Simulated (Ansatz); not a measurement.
**AlClGeH₄ (SMILES [AlH2][GeH2][Cl]): one structure at several levels**

An exercise on one series of results from a longer session: the logs are not shown, and one member is left open.

Program: Ansatz 0.2.0, Gaussian basis. Level of theory: single points in def2-TZVPP. These are calculated values, not measurements.

Cores are frozen in the correlated methods. Filled d shells of the heavier atoms are correlated. B3LYP uses VWN-RPA correlation.

### Where the work starts

SMILES `[AlH2][GeH2][Cl]`, 7 atoms, charge 0, spin multiplicity 1.

Atoms are counted from 1 here; the program's logs count them from 0.

Bond lengths: Al1–Ge2 2.549 Å, Al1–H4 1.599 Å, Al1–H5 1.541 Å, Ge2–Cl3 2.115 Å, Ge2–H6 1.609 Å, Ge2–H7 1.644 Å. Angles: Ge2–Al1–H4 127.1°, Ge2–Al1–H5 102.6°, H4–Al1–H5 127.8°, Al1–Ge2–Cl3 122.3°, Al1–Ge2–H6 137.0°, Al1–Ge2–H7 78.5°, Cl3–Ge2–H6 100.7°, Cl3–Ge2–H7 102.1°, H6–Ge2–H7 92.8°.

As a file:

```mol
AlClGeH4
  3D, bonds by distance, orders not assigned

  7  6  0  0  0  0  0  0  0  0999 V2000
   -1.0791    0.2618   -1.0141 Al  0  0
    0.7564   -0.6104    0.5240 Ge  0  0
    0.3525   -1.3177    2.4757 Cl  0  0
   -2.1944   -0.5997   -1.7699 H   0  0
   -1.1126    1.7652   -0.6785 H   0  0
    2.3537   -0.7958    0.4639 H   0  0
    0.8726    1.0125    0.7625 H   0  0
  1  2  8  0
  1  4  8  0
  1  5  8  0
  2  3  8  0
  2  6  8  0
  2  7  8  0
M  END
```

The first run:

File run/in.yaml:

```yaml
crystal:
  periodic: [false, false, false]
  atoms:
    - {symbol: Al, position_ang: [-1.079100, 0.261800, -1.014100]}
    - {symbol: Ge, position_ang: [0.756400, -0.610400, 0.524000]}
    - {symbol: Cl, position_ang: [0.352500, -1.317700, 2.475700]}
    - {symbol: H, position_ang: [-2.194400, -0.599700, -1.769900]}
    - {symbol: H, position_ang: [-1.112600, 1.765200, -0.678500]}
    - {symbol: H, position_ang: [2.353700, -0.795800, 0.463900]}
    - {symbol: H, position_ang: [0.872600, 1.012500, 0.762500]}
basis:
  gaussian: {orbitals: def2-TZVPP}
correlation: {method: ccsd_t}
output: {forces: true}
```

The command line of these runs was not kept.

Among the steps run: CCSD(T)/def2-TZVPP; PBE0-D4/def2-TZVPP; wB97M-V/def2-TZVPP; r2SCAN-D4/def2-TZVPP; PBE-D4/def2-TZVPP; r2SCAN0-D4/def2-TZVPP; B3LYP-D4/def2-TZVPP.

One of the session's tables, all rows but one given; the rest of the session is left out.

| method | RMS force component (eV/Å) | angle to CCSD(T) forces (°) | dipole (D) |
| --- | --- | --- | --- |
| CCSD(T) | 0.828 | reference | 3.28 |
| PBE0-D4 | 0.778 | 2.4 | 3.25 |
| wB97M-V | 0.820 | 3.1 | 3.43 |
| r2SCAN-D4 | 0.781 | 2.2 | 3.23 |
| PBE-D4 | ? | ? | ? |
| r2SCAN0-D4 | 0.804 | 4.5 | 3.35 |
| B3LYP-D4 | 0.817 | 6.3 | 3.31 |

Q: Estimate the row for PBE-D4 from the others.

**Answer.** RMS force component (eV/Å): 0.755; angle to CCSD(T) forces (°): 10.4; dipole (D): 3.07. In the column «RMS force component (eV/Å)» it is the lowest.
